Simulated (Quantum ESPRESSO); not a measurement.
The system is GeCN2.

```xyz
4
Lattice="1.7938 1.0356 4.9220 -1.7938 1.0356 4.9220 0.0000 -2.0713 4.9220" Properties=species:S:1:pos:R:3 pbc="T T T"
Ge    0.0000    0.0000    0.0000
N     0.0000    0.0000    8.6219
N     0.0000    0.0000    6.1440
C     0.0000    0.0000    7.3829
```

The cell comes from a database or a generator and needn't be the stable form of this composition.

Program: Quantum ESPRESSO 7.5. Alike in all runs: no spin polarisation; cell as given; k mesh 9 × 9 × 9; smearing fermi-dirac 0.05 eV.

Task: Order these runs on this cell by their pressure, lowest first.
A. level PBE; potentials or basis SSSP 1.3 efficiency PBE; cutoff (eV) 816
B. level LDA; potentials or basis GBRV 1.5 LDA; cutoff (eV) 612; form of the LDA correlation PZ81
C. level PBEsol; potentials or basis GBRV 1.5 PBEsol; cutoff (eV) 612

Result: B (-6.6 GPa), C (-3.2 GPa), A (-0.3 GPa).

Not every run made on this cell is shown here.
